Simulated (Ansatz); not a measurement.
# InHBr₂: an energy map over bond length Br1–In2 and bond length In2–Br3

A grid of calculations on Br2HIn, SMILES [Br][InH][Br], to see where the energy is lowest and how it rises around there.

The runs use Ansatz 0.2.0; RKS r2SCAN-D4/def2-SVP.

**1. Where the work starts**

4 atoms, charge 0, spin multiplicity 1.

Atoms are counted from 1 here; the program's logs count them from 0.

Bond lengths: Br1–In2 2.498 Å, In2–Br3 2.497 Å, In2–H4 1.722 Å. Angles: Br1–In2–Br3 113.2°, Br1–In2–H4 123.3°, Br3–In2–H4 123.5°.

Coordinates:

```tsv
atom	x (Å)	y (Å)	z (Å)
Br1	-1.8139	0.9359	-1.1660
In2	0.1588	0.1384	0.1423
Br3	0.6225	-2.2964	-0.1651
H4	1.0882	1.1618	1.1685
```

**3. The grid**

First coordinate, bond length Br1–In2: 9 values from 2.033 to 3.719 Å. Second coordinate, bond length In2–Br3: 9 values from 2.132 to 3.471 Å.

Nothing else is relaxed (all other coordinates rigid). Energies count from the relaxed molecule at the same level. Points are written as (first, second).

(The set-up runs are not shown.)

**4. Grid point (2.454 Å, 2.467 Å)**

File input.yaml:

```yaml
crystal:
  periodic: [false, false, false]
  atoms:
    - { symbol: Br, position_ang: [-1.799846, 0.931118, -1.158773] }
    - { symbol: In, position_ang: [0.132953, 0.144763, 0.132757] }
    - { symbol: Br, position_ang: [0.598982, -2.258167, -0.175196] }
    - { symbol: H, position_ang: [1.06133, 1.15837, 1.142513] }
basis:
  gaussian: { orbitals: def2-SVP }
hamiltonian:
  xc: r2scan
  dispersion: d4
output:
  forces: true
```

On the command line:

```
ansatz run input.yaml --threads 1 --pin off --max-ram 2560MiB --backend cpu --events-out ev --progress --plain --runs-dir out
```

Further runs follow: the other points that were computed.

Q: Predict the outcome of this session. Wanted: lowest point; highest computed point; dipole moment; largest force on an atom.

The runs gave:

| quantity | value |
| --- | --- |
| lowest point | (2.454 Å, 2.467 Å), 0.11 kcal/mol |
| highest computed point | (3.719 Å, 3.471 Å), 97 kcal/mol above the lowest |
| dipole moment (D) | 0.7 at (2.033 Å, 2.132 Å) to 7.1 at (3.719 Å, 2.132 Å); 2.2 at the lowest point |
| largest force on an atom (eV/Å) | 0.3 at (2.454 Å, 2.467 Å) to 13.9 at (2.033 Å, 2.132 Å); 0.3 at the lowest point |
| time for the whole task | 11 min on 1 thread, shared host |

In words: The lowest computed point is at (2.454 Å, 2.467 Å), 0.11 kcal/mol from the relaxed molecule at the same level. The grid shows no other well, apart from its symmetry copies. The highest computed point, (3.719 Å, 3.471 Å), lies 97 kcal/mol above the lowest. Round the minimum the two coordinates are nearly uncoupled.
